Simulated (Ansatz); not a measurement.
# YbTl (CsCl type): the equilibrium volume

At what volume is YbTl (CsCl type) free of pressure?

Program: Ansatz 0.2.0. Level of theory: DFT PBEsol, scalar-relativistic, plane waves, PAW. These are calculated values, not measurements.

**1. The system as given**

The structure is cubic, space group Pm-3m (No. 221). Conventional cell: a = 3.859 Å, b = 3.859 Å, c = 3.859 Å, α = 90.00°, β = 90.00°, γ = 90.00°. Yb (site symmetry m-3m) is surrounded by 8 Tl at 3.34 Å. Tl (site symmetry m-3m) is surrounded by 8 Yb at 3.34 Å.

Coordinates:

```cif
data_structure
_symmetry_space_group_name_H-M 'P 1'
_symmetry_Int_Tables_number 1
_cell_length_a 3.8585
_cell_length_b 3.8585
_cell_length_c 3.8585
_cell_angle_alpha 90.000
_cell_angle_beta 90.000
_cell_angle_gamma 90.000
_cell_volume 57.45
loop_
_atom_site_label
_atom_site_type_symbol
_atom_site_fract_x
_atom_site_fract_y
_atom_site_fract_z
_atom_site_occupancy
Yb1 Yb 0.00000 0.00000 0.00000 1
Tl1 Tl 0.50000 0.50000 0.50000 1
```

**2. The first run**

File input.yaml:

```yaml
crystal:
  lattice:
    - [3.8585225518, 0.0, 0.0]
    - [0.0, 3.8585225518, 0.0]
    - [0.0, 0.0, 3.8585225518]
  atoms:
    - { symbol: Yb, position: [0.0, 0.0, 0.0] }
    - { symbol: Tl, position: [0.5, 0.5, 0.5] }
basis:
  ecutwfc: 420
  ecutrho_ratio: 4
kpoints:
  mp_grid: { grid: [10, 10, 10] }
hamiltonian:
  xc: pbesol
scf:
  occupations: { method: gaussian, width: 0.05 }
output:
  forces: true
  stress: true
  eigenvalues: true
```

Run with:

```
> ansatz run input.yaml --threads 4 --pin off --max-ram 8192MiB --backend cpu --events-out ev --progress --plain --runs-dir out
```

After this run come: Next volume: 28.196 Å³/atom; A step to a new volume; A step to a new volume.

Q: Predict the outcome of this session. Wanted: volume; pressure; conventional cell; gap on the mesh.

As calculated:

| quantity | value |
| --- | --- |
| volume | 26.708 Å³/atom |
| pressure | 0.00 GPa |
| conventional cell | a = 3.766 Å, b = 3.766 Å, c = 3.766 Å, α = 90.00°, β = 90.00°, γ = 90.00° |
| gap on the mesh | none (metal) |

From the first run shown, the volume went from 28.72 to 26.71 Å³/atom (-7.0 %) in 4 runs, where the pressure is zero within 0.01 GPa. Spin–orbit coupling is left out, though the cell holds Tl; in elements this heavy it can shift levels and gaps by tenths of an eV. Spin polarisation wasn't allowed in this run. No U acts on the 4f shell, so its levels can lie too near the Fermi level.
